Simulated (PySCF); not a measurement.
**The bond of GeSe, level by level**

An exercise on one series of results from a longer session: the logs are not shown, and one member is left open.

Program: PySCF 2.14.0. Level of theory: Ge x2c-TZVPPall, Se x2c-TZVPPall, spin-free X2C with a Gaussian nucleus. These are calculated values, not measurements.

Set-up of the first run:

Settings of the job:

```yaml
atoms: Ge, Se
charge: 0
basis: Ge x2c-TZVPPall, Se x2c-TZVPPall
Hamiltonian: spin-free X2C with a Gaussian nucleus
basis_functions: 96
electrons_treated: 66
masses_in_u: 73.9212, 79.9165
levels: PBE0, PBE, r²SCAN, BP86, B3LYP, r²SCANh, BLYP, LC-ωPBE, HF, MP2, SCS-MP2, CCSD, CCSD(T)
grid: 80 radial by 434 angular points
occupations: held fixed by the projection of orbital angular momentum
dissociation_limit: Ge + Se, each in its ground configuration
starting_distance_in_angstrom: 2.275
values_of_2S_to_try: 0, 2, 4
```

Command:

```bash
OMP_NUM_THREADS=2 python dia.py task.json out
```

Steps of the session up to this table: The job; The PBE0 curve of the state that the search chose; Excited determinants; PBE (GGA); r²SCAN; BP86; B3LYP (global hybrid GGA); r²SCANh (hybrid meta-GGA); BLYP (GGA); LC-ωPBE; RHF (mean field); MP2 and coupled cluster.

One of the session's tables, all rows but one given; the rest of the session is left out.

It belongs to the step «The curves together». Energy (eV) from each level's lowest point:

| R (Å) | RHF | RHF-MP2 | RHF-SCS-MP2 | RHF-CCSD | RHF-CCSD(T) |
| --- | --- | --- | --- | --- | --- |
| 1.840 | 1.577 | 1.636 | 1.673 | n/a | n/a |
| 1.926 | 0.663 | 0.723 | 0.746 | 0.717 | 0.783 |
| 2.012 | 0.177 | 0.223 | 0.235 | 0.215 | 0.258 |
| 2.076 | 0.021 | 0.047 | 0.052 | 0.042 | 0.064 |
| 2.140 | 0.000 | 0.000 | 0.000 | 0.000 | 0.000 |
| 2.204 | 0.084 | 0.052 | 0.047 | 0.059 | 0.034 |
| 2.290 | ? | ? | ? | ? | ? |
| 2.397 | 0.740 | 0.591 | 0.577 | 0.628 | 0.513 |
| 2.525 | 1.363 | 1.134 | 1.116 | 1.186 | 0.997 |
| 2.696 | 2.270 | 1.982 | 1.951 | n/a | n/a |

**Question.** Estimate the row for R (Å) = 2.290.

Worked estimate for «RHF». A straight line through the neighbours (2.204, 0.084) and (2.397, 0.740) gives 0.084 + (0.740 − 0.084) × (2.290 − 2.204) / (2.397 − 2.204) = 0.376; a parabola fitted to 4 rows on both sides gives 0.331.

As computed: RHF: 0.316; RHF-MP2: 0.235; RHF-SCS-MP2: 0.226; RHF-CCSD: 0.255; RHF-CCSD(T): 0.193. In «RHF» the line misses by +0.060 and the parabola by +0.015.
